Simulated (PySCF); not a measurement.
# GeH4: levels of theory, part 2 of 2

The task, for GeH4: compare levels of theory; the runs are relaxation, vibrations and intensities, relaxation with MP2 and vibrations with MP2.

PySCF 2.14.0; relaxation, HF, cc-pvtz, and further levels as typed in the inputs.

### Step 4. Relaxation with MP2: relaxation with MP2, HF, cc-pvtz

It takes the final geometry of step 2.

Input file run.py:

```python
from pyscf import gto, mp, scf
mol = gto.M(atom="mol.xyz", basis="cc-pvtz", verbose=4)
mf = scf.RHF(mol).run(conv_tol=1e-9)
from pyscf.geomopt.geometric_solver import optimize
m = optimize(mp.MP2(mf, frozen=14), maxsteps=60)
print("optimised structure (A):")
for k in range(m.natm): print(m.atom_symbol(k), *(f"{x:.8f}" for x in m.atom_coords(unit="A")[k]))
```

Run with:

```sh
$ python run.py
```

The program printed:

```text
[INPUT] num. atoms = 5
[INPUT] num. electrons = 36
[INPUT] charge = 0
[INPUT] spin (= nelec alpha-beta = 2S) = 0
[INPUT] symmetry False subgroup None
[INPUT] Mole.unit = angstrom
[INPUT] Symbol           X                Y                Z      unit          X                Y                Z       unit  Magmom
[INPUT]  1 Ge     0.000000000000   0.000000000000   0.000000000000 AA    0.000000000000   0.000000000000   0.000000000000 Bohr   0.0
[INPUT]  2 H      0.885422520000   0.885422520000   0.885422520000 AA    1.673206067322   1.673206067322   1.673206067322 Bohr   0.0
[INPUT]  3 H      0.885422520000  -0.885422520000  -0.885422520000 AA    1.673206067322  -1.673206067322  -1.673206067322 Bohr   0.0
[INPUT]  4 H     -0.885422520000   0.885422520000  -0.885422520000 AA   -1.673206067322   1.673206067322  -1.673206067322 Bohr   0.0
[INPUT]  5 H     -0.885422520000  -0.885422520000   0.885422520000 AA   -1.673206067322  -1.673206067322   1.673206067322 Bohr   0.0

nuclear repulsion = 45.435022191556
number of shells = 34
number of NR pGTOs = 175
number of NR cGTOs = 99
basis = cc-pvtz
ecp = {}

******** <class 'pyscf.scf.hf.RHF'> ********
method = RHF
initial guess = minao
damping factor = 0
level_shift factor = 0
DIIS = <class 'pyscf.scf.diis.CDIIS'>
diis_start_cycle = 1
diis_space = 8
diis_damp = 0
SCF conv_tol = 1e-09
SCF conv_tol_grad = None
SCF max_cycles = 50
direct_scf = True
direct_scf_tol = 1e-13
Set gradient conv threshold to 3.16228e-05
Initial guess from minao.
init E= -2076.78142673645
  HOMO = -0.384882926442014  LUMO = 0.115869540520813  gap/eV = 13.62617
cycle= 1 E= -2077.70081073632  delta_E= -0.919  |g|= 0.223  |ddm|= 1.37
  HOMO = -0.485994559608167  LUMO = 0.132093276211261  gap/eV = 16.81903
cycle= 2 E= -2077.71604673205  delta_E= -0.0152  |g|= 0.104  |ddm|= 0.215
  HOMO = -0.473715159683833  LUMO = 0.140262163421841  gap/eV = 16.70717
cycle= 3 E= -2077.71774266594  delta_E= -0.0017  |g|= 0.0257  |ddm|= 0.086
  HOMO = -0.471525883095402  LUMO = 0.143189625601762  gap/eV = 16.72726
cycle= 4 E= -2077.71802069607  delta_E= -0.000278  |g|= 0.00317  |ddm|= 0.0297
  HOMO = -0.47263186294732  LUMO = 0.142745673514117  gap/eV = 16.74528
cycle= 5 E= -2077.71802600846  delta_E= -5.31e-06  |g|= 0.000553  |ddm|= 0.0044
  HOMO = -0.472643506489618  LUMO = 0.142744537318806  gap/eV = 16.74556
cycle= 6 E= -2077.71802623577  delta_E= -2.27e-07  |g|= 6.44e-05  |ddm|= 0.0014
  HOMO = -0.472643128724827  LUMO = 0.142746689875684  gap/eV = 16.74561
cycle= 7 E= -2077.71802623943  delta_E= -3.66e-09  |g|= 4.85e-06  |ddm|= 0.00023
  HOMO = -0.472642758403547  LUMO = 0.142746679726845  gap/eV = 16.74560
cycle= 8 E= -2077.71802623946  delta_E= -3.05e-11  |g|= 3.02e-07  |ddm|= 1.77e-05
  HOMO = -0.472642725533993  LUMO = 0.142746724480108  gap/eV = 16.74560
Extra cycle  E= -2077.71802623942  delta_E= 4.05e-11  |g|= 7.05e-08  |ddm|= 7.15e-07
converged SCF energy = -2077.71802623942
Create scanner for <class 'pyscf.grad.mp2.Gradients'>
Set <class 'pyscf.mp.mp2.RMP2'> as a scanner
Create scanner for <class 'pyscf.scf.hf.RHF'>

Geometry optimization cycle 1
Cartesian coordinates (Angstrom)
 Atom        New coordinates             dX        dY        dZ
  Ge   0.000000   0.000000   0.000000    0.000000  0.000000  0.000000
   H   0.885423   0.885423   0.885423    0.000000  0.000000  0.000000
   H   0.885423  -0.885423  -0.885423    0.000000  0.000000  0.000000
   H  -0.885423   0.885423  -0.885423    0.000000  0.000000  0.000000
   H  -0.885423  -0.885423   0.885423    0.000000  0.000000  0.000000

WARN: Mole.unit (angstrom) is changed to Bohr

New geometry
   1 Ge     0.000000000000   0.000000000000   0.000000000000 AA    0.000000000000   0.000000000000   0.000000000000 Bohr
   2 H      0.885422520000   0.885422520000   0.885422520000 AA    1.673206067322   1.673206067322   1.673206067322 Bohr
   3 H      0.885422520000  -0.885422520000  -0.885422520000 AA    1.673206067322  -1.673206067322  -1.673206067322 Bohr
   4 H     -0.885422520000   0.885422520000  -0.885422520000 AA   -1.673206067322   1.673206067322  -1.673206067322 Bohr
   5 H     -0.885422520000  -0.885422520000   0.885422520000 AA   -1.673206067322  -1.673206067322   1.673206067322 Bohr

******** <class 'pyscf.scf.hf.RHF_Scanner'> ********
method = RHF_Scanner
initial guess = minao
damping factor = 0
level_shift factor = 0
DIIS = <class 'pyscf.scf.diis.CDIIS'>
diis_start_cycle = 1
diis_space = 8
diis_damp = 0
SCF conv_tol = 1e-09
SCF conv_tol_grad = None
SCF max_cycles = 50
direct_scf = True
direct_scf_tol = 1e-13
Set gradient conv threshold to 3.16228e-05
init E= -2077.71802623942
  HOMO = -0.472642729661507  LUMO = 0.142746724021125  gap/eV = 16.74560
cycle= 1 E= -2077.71802623947  delta_E= -5.41e-11  |g|= 1.88e-08  |ddm|= 1.91e-07
  HOMO = -0.472642728871773  LUMO = 0.142746724750141  gap/eV = 16.74560
Extra cycle  E= -2077.7180262395  delta_E= -2.64e-11  |g|= 5.98e-09  |ddm|= 5.26e-08
converged SCF energy = -2077.7180262395

******** <class 'pyscf.mp.mp2.RMP2_Scanner'> ********
nocc = 4, nmo = 85
frozen orbitals 14
E(RMP2_Scanner) = -2077.85646007063  E_corr = -0.138433831126723
E(SCS-RMP2_Scanner) = -2077.87172738026  E_corr = -0.153701140760529
E_corr(same-spin) = -0.0143301422210057
E_corr(oppo-spin) = -0.124103688905717
--------------- RMP2_Scanner gradients ---------------
         x                y                z
0 Ge     0.0000000000     0.0000000000     0.0000000000
1 H    -0.0001836645    -0.0001836645    -0.0001836645
2 H    -0.0001836645     0.0001836645     0.0001836645
3 H     0.0001836645    -0.0001836645     0.0001836645
4 H     0.0001836645     0.0001836645    -0.0001836645
----------------------------------------------
cycle 1: E = -2077.85646007  dE = -2077.86  norm(grad) = 0.000636232

Geometry optimization cycle 2
Cartesian coordinates (Angstrom)
 Atom        New coordinates             dX        dY        dZ
  Ge   0.000000  -0.000000  -0.000000    0.000000 -0.000000 -0.000000
   H   0.886051   0.886051   0.886051    0.000628  0.000628  0.000628
   H   0.886051  -0.886051  -0.886051    0.000628 -0.000628 -0.000628
   H  -0.886051   0.886051  -0.886051   -0.000628  0.000628 -0.000628
   H  -0.886051  -0.886051   0.886051   -0.000628 -0.000628  0.000628
New geometry
   1 Ge     0.000000000000  -0.000000000000  -0.000000000000 AA    0.000000000000  -0.000000000000  -0.000000000000 Bohr
   2 H      0.886050871782   0.886050871782   0.886050871782 AA    1.674393480100   1.674393480100   1.674393480100 Bohr
   3 H      0.886050871782  -0.886050871782  -0.886050871782 AA    1.674393480100  -1.674393480100  -1.674393480100 Bohr
   4 H     -0.886050871782   0.886050871782  -0.886050871782 AA   -1.674393480100   1.674393480100  -1.674393480100 Bohr
   5 H     -0.886050871782  -0.886050871782   0.886050871782 AA   -1.674393480100  -1.674393480100   1.674393480100 Bohr

******** <class 'pyscf.scf.hf.RHF_Scanner'> ********
method = RHF_Scanner
initial guess = minao
damping factor = 0
level_shift factor = 0
DIIS = <class 'pyscf.scf.diis.CDIIS'>
diis_start_cycle = 1
diis_space = 8
diis_damp = 0
SCF conv_tol = 1e-09
SCF conv_tol_grad = None
SCF max_cycles = 50
direct_scf = True
direct_scf_tol = 1e-13
Set gradient conv threshold to 3.16228e-05
init E= -2077.71687245592
  HOMO = -0.472890102551364  LUMO = 0.142347003251003  gap/eV = 16.74145
cycle= 1 E= -2077.71802454707  delta_E= -0.00115  |g|= 0.00036  |ddm|= 0.0008
  HOMO = -0.472451834245946  LUMO = 0.142709399070715  gap/eV = 16.73939
cycle= 2 E= -2077.71802460744  delta_E= -6.04e-08  |g|= 0.000119  |ddm|= 0.000448
  HOMO = -0.472502573252783  LUMO = 0.142683058038904  gap/eV = 16.74005
cycle= 3 E= -2077.71802460978  delta_E= -2.34e-09  |g|= 4.86e-05  |ddm|= 9.76e-05
  HOMO = -0.472509017976341  LUMO = 0.142678928736222  gap/eV = 16.74012
cycle= 4 E= -2077.71802461004  delta_E= -2.57e-10  |g|= 5.45e-06  |ddm|= 4.56e-05
  HOMO = -0.472508648389658  LUMO = 0.142678841975481  gap/eV = 16.74010
Extra cycle  E= -2077.71802461007  delta_E= -3.14e-11  |g|= 1.6e-06  |ddm|= 7.74e-06
converged SCF energy = -2077.71802461007

******** <class 'pyscf.mp.mp2.RMP2_Scanner'> ********
nocc = 4, nmo = 85
frozen orbitals 14
E(RMP2_Scanner) = -2077.85646105813  E_corr = -0.138436448061937
E(SCS-RMP2_Scanner) = -2077.87173302214  E_corr = -0.153708412066434
E_corr(same-spin) = -0.0143253757014123
E_corr(oppo-spin) = -0.124111072360525
--------------- RMP2_Scanner gradients ---------------
         x                y                z
0 Ge    -0.0000000000     0.0000000000     0.0000000000
1 H     0.0000390346     0.0000390346     0.0000390346
2 H     0.0000390346    -0.0000390346    -0.0000390346
3 H    -0.0000390346     0.0000390346    -0.0000390346
4 H    -0.0000390346    -0.0000390346     0.0000390346
----------------------------------------------
cycle 2: E = -2077.85646106  dE = -9.87505e-07  norm(grad) = 0.00013522
optimised structure (A):
Ge 0.00000000 -0.00000000 -0.00000000
H 0.88605087 0.88605087 0.88605087
H 0.88605087 -0.88605087 -0.88605087
H -0.88605087 0.88605087 -0.88605087
H -0.88605087 -0.88605087 0.88605087
```

It took 19 s on 4 threads of Intel Xeon Platinum 8488C (Sapphire Rapids), shared host.

### Step 5. Vibrations with MP2: vibrations with MP2, HF, cc-pvtz

It takes the final geometry of step 4.

Input file run.py:

```python
from pyscf import gto, mp, scf
from pyscf.hessian import thermo
import numpy as np
mol = gto.M(atom="mol.xyz", basis="cc-pvtz", verbose=4)
mf = scf.RHF(mol).run(conv_tol=1e-9)
mol.verbose = mf.verbose = 0
x = mol.atom_coords(); n = x.size; h = np.zeros((n, n))
scan = mp.MP2(mf, frozen=14).nuc_grad_method().as_scanner()
def force(d): return scan(mol.set_geom_(x + d.reshape(-1, 3), unit="Bohr", inplace=False))[1].ravel()
for k in range(n): d = np.zeros(n); d[k] = 0.01; h[k] = (force(d) - force(-d)) / 0.02
h = ((h + h.T) / 2).reshape(mol.natm, 3, mol.natm, 3).transpose(0, 2, 1, 3)
f = thermo.harmonic_analysis(mol, h)
print("harmonic frequencies (1/cm):", *(f"{x.real - x.imag:.2f}" for x in f["freq_wavenumber"]))
```

Run with:

```sh
$ python run.py
```

The program printed:

```text
[INPUT] num. atoms = 5
[INPUT] num. electrons = 36
[INPUT] charge = 0
[INPUT] spin (= nelec alpha-beta = 2S) = 0
[INPUT] symmetry False subgroup None
[INPUT] Mole.unit = angstrom
[INPUT] Symbol           X                Y                Z      unit          X                Y                Z       unit  Magmom
[INPUT]  1 Ge     0.000000000000   0.000000000000   0.000000000000 AA    0.000000000000   0.000000000000   0.000000000000 Bohr   0.0
[INPUT]  2 H      0.886050870000   0.886050870000   0.886050870000 AA    1.674393476733   1.674393476733   1.674393476733 Bohr   0.0
[INPUT]  3 H      0.886050870000  -0.886050870000  -0.886050870000 AA    1.674393476733  -1.674393476733  -1.674393476733 Bohr   0.0
[INPUT]  4 H     -0.886050870000   0.886050870000  -0.886050870000 AA   -1.674393476733   1.674393476733  -1.674393476733 Bohr   0.0
[INPUT]  5 H     -0.886050870000  -0.886050870000   0.886050870000 AA   -1.674393476733  -1.674393476733   1.674393476733 Bohr   0.0

nuclear repulsion = 45.4028015853124
number of shells = 34
number of NR pGTOs = 175
number of NR cGTOs = 99
basis = cc-pvtz
ecp = {}

******** <class 'pyscf.scf.hf.RHF'> ********
method = RHF
initial guess = minao
damping factor = 0
level_shift factor = 0
DIIS = <class 'pyscf.scf.diis.CDIIS'>
diis_start_cycle = 1
diis_space = 8
diis_damp = 0
SCF conv_tol = 1e-09
SCF conv_tol_grad = None
SCF max_cycles = 50
direct_scf = True
direct_scf_tol = 1e-13
Set gradient conv threshold to 3.16228e-05
[... 1 set-up line as earlier in the session ...]
init E= -2076.77921799045
  HOMO = -0.384647131276832  LUMO = 0.115802603991175  gap/eV = 13.61793
cycle= 1 E= -2077.70079541242  delta_E= -0.922  |g|= 0.223  |ddm|= 1.37
  HOMO = -0.485859583175473  LUMO = 0.132003000002796  gap/eV = 16.81290
cycle= 2 E= -2077.71604360994  delta_E= -0.0152  |g|= 0.104  |ddm|= 0.215
  HOMO = -0.473579809283865  LUMO = 0.140189308447932  gap/eV = 16.70151
cycle= 3 E= -2077.71774092744  delta_E= -0.0017  |g|= 0.0257  |ddm|= 0.0859
  HOMO = -0.47139156891267  LUMO = 0.143122365632634  gap/eV = 16.72178
cycle= 4 E= -2077.71801907859  delta_E= -0.000278  |g|= 0.00317  |ddm|= 0.0296
  HOMO = -0.472497892087043  LUMO = 0.142677619303424  gap/eV = 16.73978
cycle= 5 E= -2077.71802437979  delta_E= -5.3e-06  |g|= 0.000552  |ddm|= 0.00439
  HOMO = -0.472509744539779  LUMO = 0.142676392225284  gap/eV = 16.74007
cycle= 6 E= -2077.7180246064  delta_E= -2.27e-07  |g|= 6.45e-05  |ddm|= 0.0014
  HOMO = -0.4725093705628  LUMO = 0.142678552703422  gap/eV = 16.74012
cycle= 7 E= -2077.7180246101  delta_E= -3.71e-09  |g|= 4.85e-06  |ddm|= 0.00023
  HOMO = -0.472508998354041  LUMO = 0.142678543024324  gap/eV = 16.74011
cycle= 8 E= -2077.71802461005  delta_E= 5.64e-11  |g|= 3.02e-07  |ddm|= 1.77e-05
  HOMO = -0.472508965612272  LUMO = 0.142678587816533  gap/eV = 16.74011
Extra cycle  E= -2077.71802461006  delta_E= -1.05e-11  |g|= 7.06e-08  |ddm|= 7.13e-07
converged SCF energy = -2077.71802461006
harmonic frequencies (1/cm): 853.72 853.73 853.74 947.51 947.52 2208.54 2208.56 2208.57 2214.30
```

Run time: 4 min. Hardware: 4 threads of Intel Xeon Platinum 8488C (Sapphire Rapids), shared host.

Harmonic frequencies from the force constants, with isotope-averaged masses (PySCF's default) and rigid motions projected out (i: imaginary):

```
mode  cm⁻¹
   1   854
   2   854
   3   854
   4   948
   5   948
   6  2209
   7  2209
   8  2209
   9  2214
```

### Step 6. Results

This closing draws on all 2 parts.

```
                     quantity             value
harmonic frequencies (step 3)  907 to 2248 cm⁻¹
   zero-point energy (step 3)          0.844 eV
harmonic frequencies (step 5)  854 to 2214 cm⁻¹
   zero-point energy (step 5)          0.824 eV
```

**Reading.** In step 3 all modes are real: a minimum. In step 5 all modes are real: a minimum.
